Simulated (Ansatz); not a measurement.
# ClFH₇N₃Si₂: up Jacob's ladder to CCSD(T)

Aim: compute ClFH₇N₃Si₂ with functionals from several rungs and with coupled cluster, and see how far each lands from CCSD(T) at the basis-set limit for the atomisation energy.

The runs use Ansatz 0.2.0, Gaussian basis; functionals in def2-TZVPP, the program's frozen cores in correlated methods.

Levels to be run: PBE-D4, r2SCAN-D4, PBE0-D4, B3LYP-D4, ωB97X-V, ωB97M-V, B2PLYP; CCSD(T)/def2-TZVPP; MP2/def2-QZVPP; extrapolation to the limit.

## Step 1: The geometry

All runs share one geometry, relaxed beforehand with PBE0-D4 in a triple-zeta def2 set.

SMILES `N[Si@H](F)N[Si@@H](N)Cl`, 14 atoms, charge 0, spin multiplicity 1.

Atoms are counted from 1 here; the program's logs count them from 0.

Bond lengths: N1–Si2 1.702 Å, N1–H8 1.007 Å, N1–H9 1.007 Å, Si2–F3 1.601 Å, Si2–N4 1.712 Å, Si2–H10 1.477 Å, N4–Si5 1.710 Å, N4–H11 1.011 Å, Si5–N6 1.696 Å, Si5–Cl7 2.064 Å, Si5–H12 1.481 Å, N6–H13 1.005 Å, N6–H14 1.006 Å. Angles: Si2–N1–H8 120.0°, Si2–N1–H9 120.5°, H8–N1–H9 111.5°, N1–Si2–F3 104.7°, N1–Si2–N4 107.8°, N1–Si2–H10 118.3°, F3–Si2–N4 112.7°, F3–Si2–H10 105.0°, N4–Si2–H10 108.3°, Si2–N4–Si5 128.8°, Si2–N4–H11 115.3°, Si5–N4–H11 115.8°, N4–Si5–N6 108.4°, N4–Si5–Cl7 114.1°, N4–Si5–H12 106.7°, N6–Si5–Cl7 104.8°, N6–Si5–H12 118.3°, Cl7–Si5–H12 104.7° and more.

## Step 2: PBE-D4 (GGA)

Contents of in.yaml:

```yaml
crystal:
  periodic: [false, false, false]
  atoms:
    - {symbol: N, position_ang: [0.396446, 2.537413, -1.012740]}
    - {symbol: Si, position_ang: [-0.237389, 1.308754, -0.019750]}
    - {symbol: F, position_ang: [-0.179572, 1.914409, 1.461261]}
    - {symbol: N, position_ang: [0.748946, -0.077968, -0.206792]}
    - {symbol: Si, position_ang: [0.332711, -1.724559, -0.005289]}
    - {symbol: N, position_ang: [-0.757403, -1.847248, 1.287602]}
    - {symbol: Cl, position_ang: [-0.664708, -2.546053, -1.615280]}
    - {symbol: H, position_ang: [0.191029, 3.502714, -0.812497]}
    - {symbol: H, position_ang: [0.520477, 2.383719, -1.999953]}
    - {symbol: H, position_ang: [-1.645057, 0.907096, -0.214894]}
    - {symbol: H, position_ang: [1.712817, 0.106490, -0.451169]}
    - {symbol: H, position_ang: [1.604816, -2.479564, 0.073694]}
    - {symbol: H, position_ang: [-1.443377, -2.579824, 1.341720]}
    - {symbol: H, position_ang: [-0.579736, -1.405370, 2.174066]}
basis:
  gaussian: {orbitals: def2-TZVPP}
hamiltonian: {xc: pbe, dispersion: d4}
output: {forces: true, orbitals: {seedname: orbitals}}
```

Launch:

```bash
> ansatz run in.yaml --threads 2 --pin off --events-out ev --progress --plain --max-ram 32768MiB --backend cuda --devices 0, --max-vram 18GiB
```

Further steps of the session: r2SCAN-D4 (meta-GGA); PBE0-D4 (hybrid); B3LYP-D4 (hybrid); ωB97X-V (range-separated); ωB97M-V (range-separated); B2PLYP (double hybrid); CCSD(T) in def2-TZVPP; MP2 in def2-QZVPP.

Q: Predict the results of all the runs planned. Wanted: atomisation energy, CCSD(T)/CBS; farthest; mean size of error, hybrid; mean size of error, range-separated; gap, smallest and largest; T1 diagnostic; triples share of the correlation energy.

**Answer**, as computed:

| quantity | value |
| --- | --- |
| atomisation energy, CCSD(T)/CBS | 5143.6 kJ/mol |
| functionals within 25.7 kJ/mol (0.5 %) | B3LYP-D4, ωB97X-V, ωB97M-V |
| farthest | B2PLYP (-79.1 kJ/mol) |
| mean size of error, hybrid | 34.4 kJ/mol |
| mean size of error, range-separated | 19.0 kJ/mol |
| gap, smallest and largest | 6.21 eV (PBE-D4), 12.81 eV (ωB97X-V) |
| T1 diagnostic | 0.0103 |
| triples share of the correlation energy | 3.6 % |

**Reading.** PBE-D4 is off by +40.1 kJ/mol. Double hybrids carry the basis error of their MP2 part in triple zeta, and no dispersion term here, so their miss is partly the set-up's. Misses under about 25.7 kJ/mol are within the doubt on the reference itself, which lacks core-valence correlation, relativity and higher excitations. Hartree-Fock recovers 70 % of the binding; the rest is correlation. The gap grows from 6.2 to 12.8 eV across the functionals, mostly with the share of exact exchange.
